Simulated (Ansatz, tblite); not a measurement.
**SiMeCl3 (CH₃Cl₃Si): charged states by level of theory**

One table from this session's results is given with a row withheld; the runs are named, their logs left out.

Program: Ansatz 0.2.0, Gaussian basis. Level of theory: as each input shows. These are calculated values, not measurements.

Levels to be run: charge +1 doublet, at the geometry of the singlet (PBE0-D4/def2-TZVP, PBE-D4/def2-TZVP, r2SCAN-D4/def2-TZVP, LC-ωPBE/def2-TZVP, LDA/def2-TZVP, BLYP-D4/def2-TZVP, BHLYP-D4/def2-TZVP, r2SCAN0-D4/def2-TZVP); charge -1 doublet, at the geometry of the singlet (PBE0-D4/def2-TZVPD, PBE-D4/def2-TZVPD, r2SCAN-D4/def2-TZVPD); the starting singlet's energies come from earlier runs.

## The relaxed structure

The singlet was relaxed beforehand with PBE0-D4/def2-SVP.

8 atoms, charge 0, spin multiplicity 1.

Atoms are counted from 1 here; the program's logs count them from 0.

Bond lengths: Si1–C2 1.847 Å, Si1–Cl6 2.053 Å, Si1–Cl7 2.053 Å, Si1–Cl8 2.053 Å, C2–H3 1.100 Å, C2–H4 1.100 Å, C2–H5 1.100 Å. Angles: C2–Si1–Cl6 110.6°, C2–Si1–Cl7 110.6°, C2–Si1–Cl8 110.6°, Cl6–Si1–Cl7 108.3°, Cl6–Si1–Cl8 108.3°, Cl7–Si1–Cl8 108.3°, Si1–C2–H3 110.0°, Si1–C2–H4 110.0°, Si1–C2–H5 110.0°, H3–C2–H4 108.9°, H3–C2–H5 108.9°, H4–C2–H5 108.9°.

The first run:

Input file in.yaml:

```yaml
crystal:
  periodic: [false, false, false]
  atoms:
    - {symbol: Si, position_ang: [-0.001924, 0.002393, -0.793470]}
    - {symbol: C, position_ang: [0.002532, -0.003174, 1.053455]}
    - {symbol: H, position_ang: [-1.030043, 0.019704, 1.432613]}
    - {symbol: H, position_ang: [0.540980, 0.878699, 1.431437]}
    - {symbol: H, position_ang: [0.499382, -0.911330, 1.426141]}
    - {symbol: Cl, position_ang: [1.917265, -0.032738, -1.521394]}
    - {symbol: Cl, position_ang: [-0.931766, 1.686789, -1.509455]}
    - {symbol: Cl, position_ang: [-0.996426, -1.640332, -1.519317]}
basis:
  gaussian: {orbitals: def2-SVP}
total_charge: 1
magnetization: {spin_polarized: true, initial_magnetization: 1}
hamiltonian: {xc: pbe0, dispersion: d4}
output: {orbitals: {seedname: orbitals}}
```

Command:

```console
$ ansatz run in.yaml --threads 2 --pin off --events-out ev --progress --plain --max-ram 4352MiB
```

Steps of the session up to this table: Charge +1 doublet at the fixed geometry, first pass, PBE0-D4/def2-SVP; Charge +1 doublet at the fixed geometry, PBE0-D4/def2-TZVP; Charge +1 doublet at the fixed geometry, PBE-D4/def2-TZVP; Charge +1 doublet at the fixed geometry, r2SCAN-D4/def2-TZVP; Charge +1 doublet at the fixed geometry, LC-ωPBE/def2-TZVP; Charge +1 doublet at the fixed geometry, LDA/def2-TZVP; Charge +1 doublet at the fixed geometry, BLYP-D4/def2-TZVP; Charge +1 doublet at the fixed geometry, BHLYP-D4/def2-TZVP; Charge +1 doublet at the fixed geometry, r2SCAN0-D4/def2-TZVP.

One of the session's tables, all rows but one given; the rest of the session is left out.

It belongs to the step «Vertical ionisation energy». Beside −ε(HOMO) of the starting state:

```
               level  −ε(HOMO) (eV)  by difference (eV)  mismatch (eV)
       LDA/def2-TZVP           7.87               10.75          -2.88
    PBE-D4/def2-TZVP           7.74               10.61          -2.87
   BLYP-D4/def2-TZVP              ?                   ?              ?
 r2SCAN-D4/def2-TZVP           8.12               10.89          -2.77
   PBE0-D4/def2-TZVP           9.16               11.18          -2.02
r2SCAN0-D4/def2-TZVP           9.41               11.36          -1.95
  BHLYP-D4/def2-TZVP          10.43               11.57          -1.14
   LC-ωPBE/def2-TZVP          11.99               11.94          +0.05
```

**Question.** Estimate the row for BLYP-D4/def2-TZVP.

**Answer.** −ε(HOMO) (eV): 7.56; by difference (eV): 10.47; mismatch (eV): -2.91. In the column «−ε(HOMO) (eV)» it is the lowest.
